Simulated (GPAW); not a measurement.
# As2Se (I4_1/amd) in GPAW: further runs

The runs below take As2Se through band structure, with PBEsol, LDA.

Program: GPAW 26.7.0. These are calculated values, not measurements. Logs are shortened: lines on timing, memory, paths and dates and some standing lists are left out, and cuts for length are marked. The log counts tension as positive stress, the text compression.

## (1) The structure

It takes space group I4_1/amd (No. 141, tetragonal). Conventional cell: a = 7.059 Å, b = 7.059 Å, c = 5.307 Å, α = 90.00°, β = 90.00°, γ = 90.00°. Around Se (site symmetry -4m2) lie 4 As at 2.66 Å. As (site symmetry 2/m) has 2 Se at 2.66 Å and 4 As at 2.83 Å as nearest neighbours.

The cell comes from a database or a generator and needn't be the stable form of this composition.

## (2) Band structure, PBEsol

The input, run.py:

```python
from ase import Atoms
from ase.dft.bandgap import bandgap
from ase.io import write
from ase.units import GPa
from gpaw import GPAW, PW, setup_paths

setup_paths.insert(0, '.')

atoms = Atoms(['Se', 'Se', 'As', 'As', 'As', 'As'],
              cell=[[-3.529418, 3.529418, 2.653571],
                    [3.529418, -3.529418, 2.653571],
                    [3.529418, 3.529418, -2.653571]],
              scaled_positions=[[0.25, 0.75, 0.5],
                                [0.5, 0.5, 0.0],
                                [0.875, 0.125, 0.25],
                                [0.875, 0.625, 0.75],
                                [0.375, 0.125, 0.25],
                                [0.875, 0.125, 0.75]],
              pbc=True)

calc = GPAW(mode=PW(600),
            xc='PBEsol',
            kpts={'size': (5, 5, 5), 'gamma': True},
            occupations={'name': 'fermi-dirac', 'width': 0.05},
            nbands=30,
            convergence={'density': 1e-05, 'energy': 1e-05},
            maxiter=150,
            txt='gpaw.txt')
atoms.calc = calc
energy = atoms.get_potential_energy()
forces = atoms.get_forces()
stress = atoms.get_stress()
calc.write('gs.gpw')
write('result.traj', atoms)
print(f'Energy: {energy:.6f} eV')
print('Forces (eV/A):')
print(forces.round(4))
print('Stress (GPa):', (stress / GPa).round(3))
print('Fermi level:', round(calc.get_fermi_level(), 4), 'eV')
print(f'Gap: {bandgap(calc)[0]:.4f} eV, direct: {bandgap(calc, direct=True)[0]:.4f} eV')

path = atoms.cell.bandpath('GXMGZPNZ1M,XP', npoints=60, eps=1e-4)
bs_calc = calc.fixed_density(kpts=path, symmetry='off', nbands=53,
                             convergence={'bands': 'CBM+6.0', 'eigenstates': 1e-6}, txt='bands.txt')
bs = bs_calc.band_structure()
bs.write('bs.json')
print(f'Gap on the path: {bandgap(bs_calc)[0]:.4f} eV')
```

Potentials or basis: PAW data sets generated in the run's folder for this functional, pw.

Run with:

```bash
$ gpaw-setup -f PBEsol As Se
$ OMP_NUM_THREADS=1 python run.py
```

gpaw.txt:

```text
__  _  _
 | _ |_)|_||  |
 |__||  | ||/\| - 26.7.0

Input parameters:
  mode=PW(ecut=600.0),
  convergence={'density': 1e-05, 'energy': 1e-05},
  kpts=MonkhorstPack(size=(5, 5, 5), gamma=True),
  maxiter=150,
  nbands=30,
  occupations=Occupations(name='fermi-dirac', width=0.05),
  xc=XC(name='PBEsol')

Diagonalizing LCAO Hamiltonian
Converting LCAO to pw mode

          As   As As
            Se
             As
                    Se

Atoms  # Å, Bohr magnetons
|   | symbol |         x |        y |        z |    initial magnetic moments |
|---|--------|-----------|----------|----------|-----------------------------|
| 0 |     Se |  3.529418 | 0.000000 | 1.326785 | ( 0.0000,  0.0000,  0.0000) |
| 1 |     Se |  0.000000 | 0.000000 | 2.653571 | ( 0.0000,  0.0000,  0.0000) |
| 2 |     As | -1.764709 | 3.529418 | 1.990178 | ( 0.0000,  0.0000,  0.0000) |
| 3 |     As |  1.764709 | 3.529418 | 1.990178 | ( 0.0000,  0.0000,  0.0000) |
| 4 |     As | -0.000000 | 1.764709 | 0.663393 | ( 0.0000,  0.0000,  0.0000) |
| 5 |     As | -0.000000 | 5.294127 | 0.663393 | ( 0.0000,  0.0000,  0.0000) |

Unit cell  # Å
| periodic |         x |         y |         z |  lengths |     angles |
|----------|-----------|-----------|-----------|----------|------------|
|      yes | -3.529418 |  3.529418 |  2.653571 | 5.652877 | 102.729867 |
|      yes |  3.529418 | -3.529418 |  2.653571 | 5.652877 | 102.729867 |
|      yes |  3.529418 |  3.529418 | -2.653571 | 5.652877 | 124.006753 |

Number of symmetries: 8
Symmetry operations  # r_c * U_cc + t_c -> r_c
|   | kind |            matrix            |
|---|------|------------------------------|
| 0 |  σ   |  1, 1, 1,  0, 0,-1,  0,-1, 0 |
| 1 |  E   |  1, 0, 0,  0, 1, 0,  0, 0, 1 |
| 2 |  C2  |  0, 1, 0,  1, 0, 0, -1,-1,-1 |
| 3 |  S4  |  0, 0, 1, -1,-1,-1,  0, 1, 0 |
| 4 |  σ   |  0, 0,-1,  1, 1, 1, -1, 0, 0 |
| 5 |  C2  |  0,-1, 0, -1, 0, 0,  0, 0,-1 |
| 6 |  C2  | -1, 0, 0,  0,-1, 0,  1, 1, 1 |
| 7 |  S4  | -1,-1,-1,  0, 0, 1,  1, 0, 0 |

BZ-sampling:
  Number of BZ points: 125
  Number of IBZ points: 18

  Monkhorst-Pack size: [5, 5, 5]
  Monkhorst-Pack shift: [0, 0, 0]

K-points  # in reciprocal-cell coordinates
|     |                                coordinates |     weight |
|-----|--------------------------------------------|------------|
|   0 | (  0.00000000,   0.00000000,   0.00000000) | 0.00800000 |
|   1 | (  0.20000000,  -0.20000000,   0.00000000) | 0.03200000 |
|   2 | (  0.20000000,  -0.20000000,   0.20000000) | 0.03200000 |
|   3 | (  0.20000000,   0.00000000,   0.00000000) | 0.06400000 |
|   4 | (  0.20000000,   0.20000000,  -0.20000000) | 0.01600000 |
|   5 | (  0.40000000,  -0.40000000,   0.00000000) | 0.03200000 |
|   6 | (  0.40000000,  -0.40000000,   0.20000000) | 0.06400000 |
|   7 | (  0.40000000,  -0.40000000,   0.40000000) | 0.03200000 |
|   8 | (  0.40000000,  -0.20000000,   0.00000000) | 0.12800000 |
|   9 | (  0.40000000,  -0.20000000,   0.20000000) | 0.06400000 |
| ... |                                            |            |
|  17 | (  0.40000000,   0.40000000,   0.40000000) | 0.06400000 |

Plane wave coefficients: 4429
Cutoff: 600.0 eV

Spin-components: 1 (collinear spins)
Bands:           30
Projectors:      30
Spin-degeneracy: 2
Datatype:        complex128

Parallelization:
  kpt:    1
  domain: 1
  band:   1

Density:
  Valence electrons: 32.0
  Components: 1
  Grid points: [32 32 32]
  Charge: 0.0  # |e|

Potential:
  Grid points: [32 32 32]

species:
  Se:
    name:    Selenium
    Z:       34.0
    valence: 6
    core:    28
    charge:  0.0  # [|e|]
    compensation charges:
      type: gauss
      rc: 0.27  # [Å]
      lmax: 2
    cutoffs:
      filter: 1.77  # [Å]
      core: 2.67  # [Å]
    projectors
    | kind |    occ | energy [eV] | rcut [Å] |
    |------|--------|-------------|----------|
    |   4s |  2.000 |     -17.281 |    0.847 |
    |   4p |  4.000 |      -6.511 |    1.005 |
    |    s |        |       9.930 |    0.847 |
    |    p |        |      20.700 |    1.005 |
    |    d |        |       0.000 |    0.847 |

    Using partial waves for Se as LCAO basis

  As:
    name:    Arsenic
    Z:       33.0
    valence: 5
    core:    28
    charge:  0.0  # [|e|]
    compensation charges:
      type: gauss
      rc: 0.33  # [Å]
      lmax: 2
    cutoffs:
      filter: 1.87  # [Å]
      core: 2.96  # [Å]
    projectors
    | kind |    occ | energy [eV] | rcut [Å] |
    |------|--------|-------------|----------|
    |   4s |  2.000 |     -14.495 |    1.058 |
    |   4p |  3.000 |      -5.197 |    1.058 |
    |    s |        |      12.716 |    1.058 |
    |    p |        |      22.014 |    1.058 |
    |    d |        |       0.000 |    1.058 |

    Using partial waves for As as LCAO basis

Reference energy: -377954.435527  # eV

eigensolver:
  PPCG
  Converge bands: occupied
  niter=2

density mixing:
  MSR1-Mixer
  Pratt-step length: 0.05
  Maximum mixing coefficient: 0.75
  Old densities: 10
  SVD Regularization: 0.005
  Good broyden scale: 1.0
  Trust region scale: 1.0
  Backstep threshold: 4.0
  History deletion threshold: 6.0
  Fourier metric: weight=20.0, sigma=0.015

occupation numbers:
  Fermi-Dirac:
    width: 0.0500  # eV

poisson solver:
  ecut: 4800.0  # eV

xc functional:
  name: PBEsol with 2 nearest neighbor stencil

convergence criteria:
- Maximum integral of absolute [dens]ity change: 1e-05 electrons / valence electron
- Maximum [total energy] change in last 3 cyles: 1e-05 eV / valence electron
- Maximum integral of absolute [eigenst]ate change: 4e-08 eV^2 / valence electron
maximum number of iterations: 150

SCF iterations
|iter     | |      energy | eigst |  dens |
|---------|-|-------------|-------|-------|
|iter:   1| |  -27.941483 | -0.62 |       |
|iter:   2| |  -27.923341 | -2.70 | -1.27 |
|iter:   3| |  -27.838809 | -3.07 | -1.30 |
|iter:   4| |  -27.836256 | -4.16 | -1.83 |
|iter:   5| |  -27.835748 | -4.88 | -2.43 |
|iter:   6| |  -27.835741 | -5.90 | -3.05 |
|iter:   7| |  -27.835741c| -7.06 | -3.71 |
|iter:   8| |  -27.835740c| -7.77c| -3.96 |
|iter:   9| |  -27.835740c| -7.80c| -4.48 |
|iter:  10| |  -27.835740c| -8.75c| -5.44c|

Converged in 10 steps
Energy contributions relative to reference atoms: (reference = -377954.435527)

Energy contributions:
  Kinetic:          26.415798
  Coulomb:         -27.706879
  Zero:             -0.041482
  External:          0.000000
  Xc:              -26.499157
  Entropy:          -0.008042
  Spinorbit:         0.000000
  ----------------------------
  Free energy:     -27.839761
  Extrapolated:    -27.835740

dipole moment: (-38.684482, 12.671877, 9.778723)  # |e|*Ang

Fermi level: 6.399
Eigenvalues  # (at kpt = [0.000, 0.000, 0.000])
| band index |      eig [eV] | occ [0-2] |
|------------|---------------|-----------|
|          0 |        -8.664 |     2.000 |
|        ... |               |           |
|          8 |         2.018 |     2.000 |
|          9 |         2.316 |     2.000 |
|         10 |         2.316 |     2.000 |
|         11 |         3.540 |     2.000 |
|         12 |         3.540 |     2.000 |
|         13 |         3.731 |     2.000 |
[... 8 lines left out ...]
|         22 |        11.818 |     0.000 |
|         23 |        11.818 |     0.000 |
|        ... |               |           |
|         29 |        15.781 |     0.000 |

No gap
No difference between direct/indirect transitions

Forces  # eV/Ang
|        x |        y |        z |
|----------|----------|----------|
| -0.00000 |  0.00000 | -0.00000 |  # Se   0
|  0.00000 | -0.00000 |  0.00000 |  # Se   1
|  0.00002 |  0.00000 | -0.00000 |  # As   2
| -0.00002 | -0.00000 | -0.00000 |  # As   3
|  0.00000 |  0.00002 |  0.00000 |  # As   4
| -0.00000 | -0.00002 |  0.00000 |  # As   5

Stress tensor  # eV/Ang^3
|        x |         y |         z |
|----------|-----------|-----------|
| 0.019170 |  0.000000 |  0.000000 |
| 0.000000 |  0.019170 | -0.000000 |
| 0.000000 | -0.000000 |  0.020255 |

# Writing to gs.gpw (mode='')
```

stdout:

```text
Energy: -27.835740 eV
Forces (eV/A):
[[-0.  0. -0.]
 [ 0. -0.  0.]
 [ 0.  0. -0.]
 [-0. -0. -0.]
 [ 0.  0.  0.]
 [-0. -0.  0.]]
Stress (GPa): [ 3.071  3.071  3.245 -0.     0.     0.   ]
Fermi level: 6.3993 eV
Gap: 0.0000 eV, direct: 0.0000 eV
Gap on the path: 0.0000 eV
```

bands.txt:

```text
Diagonalizing LCAO Hamiltonian
Converting LCAO to pw mode
convergence criteria:
- Maximum integral of absolute [eigenst]ate change: 1e-06 eV^2 / valence electron
maximum number of iterations: 150

SCF iterations
|iter     | |      energy | eigst |  dens |
|---------|-|-------------|-------|-------|
|iter:   1| |             | +1.11 |       |
[... 65 lines left out ...]
         [ 0.        ,  0.        ,  0.5       ],
         [ 0.03571429,  0.03571429,  0.46428571],
         [ 0.07142857,  0.07142857,  0.42857143],
         [ 0.10714286,  0.10714286,  0.39285714],
         [ 0.14285714,  0.14285714,  0.35714286],
         [ 0.17857143,  0.17857143,  0.32142857],
         [ 0.21428571,  0.21428571,  0.28571429],
         [ 0.25      ,  0.25      ,  0.25      ]])),
  maxiter=150,
  nbands=53,
  occupations=Occupations(name='fermi-dirac', width=0.05),
  symmetry=Symmetry(point_group=False, time_reversal=False),
  xc=XC(name='PBEsol')
```

It took 74 s on 1 thread of Intel Xeon 6975P-C (Granite Rapids), shared host; peak memory 0.56 GiB.

What came out:

| Item | Value |
| --- | --- |
| Free energy | -27.8398 eV |
| Pressure | -3.1 GPa |
| Band gap along the path | none (metal or under the smearing width) |

Levels at the corners of the path, in eV from the Fermi level:
```tsv
point	band 13	band 14	band 15	band 16	band 17	band 18	band 19	band 20
Γ	-2.86	-2.67	-2.67	-1.06	2.28	3.00	3.00	3.40
X	-1.33	-1.33	-1.20	-1.20	-0.08	-0.08	1.82	1.82
M	-0.71	-0.71	-0.35	-0.35	0.23	0.23	0.42	0.42
Γ	-2.86	-2.67	-2.67	-1.06	2.28	3.00	3.00	3.40
Z	-1.37	-0.93	-0.61	-0.61	0.60	0.69	0.69	1.04
P	-1.34	-1.34	-1.34	-1.34	1.95	1.95	2.47	2.47
N	-1.76	-1.41	-0.51	-0.06	0.17	0.43	1.45	2.56
Z1	-1.37	-0.93	-0.61	-0.61	0.60	0.69	0.69	1.04
M	-0.71	-0.71	-0.35	-0.35	0.23	0.23	0.42	0.42
X	-1.33	-1.33	-1.20	-1.20	-0.08	-0.08	1.82	1.82
P	-1.34	-1.34	-1.34	-1.34	1.95	1.95	2.47	2.47
```

(Part 1 of 2 ends here.)
